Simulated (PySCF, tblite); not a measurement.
# C₂H₈BFSi₂: geometry, infrared bands and NMR shifts

What infrared bands and NMR shifts should C₂H₈BFSi₂ (`B[Si@@H]1C[C@H]1[SiH2]F`) show?

The runs use tblite 0.8.0 and PySCF 2.14.0, with density-fitted response routines of our own; the level of theory stands in each step. All values are computed, except where a source is named. Atoms are numbered from 0 throughout.

## 1. The molecule as given

14 atoms, charge 0, multiplicity 1; geometry from: force field or distance geometry start.

Bonds of the start (Å): B0–Si1 1.96, Si1–C2 1.90, C2–C3 1.49, C3–Si4 1.86, Si4–F5 1.69, C3–Si1 1.88, B0–H6 1.18, B0–H7 1.17, Si1–H8 1.46, C2–H9 1.12, C2–H10 1.10, C3–H11 1.12, Si4–H12 1.47, Si4–H13 1.47.

## 2. Optimising the geometry with GFN2-xTB

Job settings and geometry (Å):

```
{"job": {"kind": "relax", "xc": "GFN2-xTB", "basis": "xTB"}, "charge": 0, "multiplicity": 1}
B      2.698000     0.099400     0.345600
Si     0.896100     0.661400    -0.168900
C     -0.300000     0.147000     1.210400
C     -0.437900    -0.661300    -0.030400
Si    -1.933600    -0.291300    -1.078000
F     -1.630500    -0.769700    -2.675100
H      3.212800     0.588400     1.285100
H      3.252500    -0.726900    -0.273000
H      0.589700     2.039400    -0.534400
H     -1.124900     0.884900     1.396400
H      0.157000    -0.385400     2.057900
H     -0.063700    -1.712800     0.061100
H     -3.099200    -1.025500    -0.557400
H     -2.217000     1.151900    -1.061300
```

Launch:

```console
$ OMP_NUM_THREADS=1 python probes_run.py task.json out
```

The driver reads the jobs from task.json and runs them one after another.

**Question.** This job is followed by: GFN2-xTB harmonic vibrations, gas phase; GIAO PBE0/pcSseg-1 NMR shielding, non-relativistic, gas phase. What will the session give for the following? strongest single infrared mode (GFN2-xTB); zero-point energy (GFN2-xTB); ¹³C shifts against TMS (PBE0/pcSseg-1); ¹H shifts against TMS (PBE0/pcSseg-1, means over atoms taken as alike); ¹¹B shifts against BF3·OEt2 (PBE0/pcSseg-1); ²⁹Si shifts against TMS (PBE0/pcSseg-1); ¹⁹F shifts against CFCl3 (PBE0/pcSseg-1).

**Answer**, as computed:

```
                                                              quantity                                         value
                             strongest single infrared mode (GFN2-xTB)                         2278 cm⁻¹, 435 km/mol
                                          zero-point energy (GFN2-xTB)                                 56.9 kcal/mol
                                ¹³C shifts against TMS (PBE0/pcSseg-1)                                18.6, 14.7 ppm
¹H shifts against TMS (PBE0/pcSseg-1, means over atoms taken as alike)  9.94, 5.57, 4.82, 2.58, 1.80, 1.54, 1.16 ppm
                           ¹¹B shifts against BF3·OEt2 (PBE0/pcSseg-1)                                     109.7 ppm
                               ²⁹Si shifts against TMS (PBE0/pcSseg-1)                               4.7, -154.8 ppm
                              ¹⁹F shifts against CFCl3 (PBE0/pcSseg-1)                                    -219.1 ppm
```

**Reading.** The optimisation took 85 steps and gained 0.752 eV; among the close pairs (by a distance rule), Si4–F5 changed most, from 1.695 to 1.616 Å. No mode is imaginary among the 36: a minimum at this level. The strongest single mode, at 2278 cm⁻¹, moves mainly H12. GFN2-xTB is a fitted tight-binding method: band positions and strengths are rough. Its intensities can rank the bands wrongly. At PBE0/pcSseg-1: The widest tensor belongs to Si1: span 418 ppm, with a paramagnetic part of -380 ppm.
